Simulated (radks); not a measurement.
**Xe²⁴⁺ in [Ne] 3s2 3p5.5 3d10 4s2 4p0.5: an all-electron calculation**

One table from this session's results is given with a row withheld; the runs are named, their logs left out.

The numbers are computed with radks (a radial shooting solver on a logarithmic mesh, Libxc functionals) version 1 (Dirac Kohn-Sham, LDA (Slater exchange, Perdew-Wang correlation), spin-unpolarised, spherical densities, finite nucleus; open shells fill j = l - 1/2 first), except any that are marked as measured or tabulated.

## The system

* element: xenon (Z = 54)
* charge: +24
* electrons: 30
* configuration: [Ne] 3s2 3p5.5 3d10 4s2 4p0.5
* nuclear rms radius: 4.7859 fm

Set-up of the first run:

Settings of this run:

```text
Z 54
configuration [Ne] 3s2 3p5.5 3d10 4s2 4p0.5
relativity Dirac
functional lda,pw
spin unpolarised
j_filling energy
nucleus finite rms 4.7859 fm
c 137.035999084
```

Launch:

```bash
python run_ks.py task.json out
```

This one command runs every case of the session in turn.

One table of the session follows, with a row left open; its other results are not shown here.

It belongs to the step «Shells». From the orbitals of this run (lengths in bohr):

```
level      <r>  outermost maximum (interpolated)  90 % within  nodes
1s1/2  0.02668                            0.0172       0.0480      0
2s1/2   0.1140                            0.0971        0.177      1
2p1/2  0.09603                            0.0743        0.158      0
2p3/2   0.1018                            0.0792        0.165      0
3s1/2        ?                                 ?            ?      ?
3p1/2   0.2905                             0.263        0.435      1
3p3/2   0.3014                             0.273        0.451      1
3d3/2   0.2703                             0.220        0.422      0
3d5/2   0.2737                             0.223        0.426      0
4s1/2   0.6274                             0.612        0.887      3
4p1/2   0.6320                             0.615        0.902      2
4p3/2   0.6481                             0.632        0.924      2
```

**Question.** Estimate the row for 3s1/2.

**Answer.** <r>: 0.3014; outermost maximum (interpolated): 0.277; 90 % within: 0.442; nodes: 2.
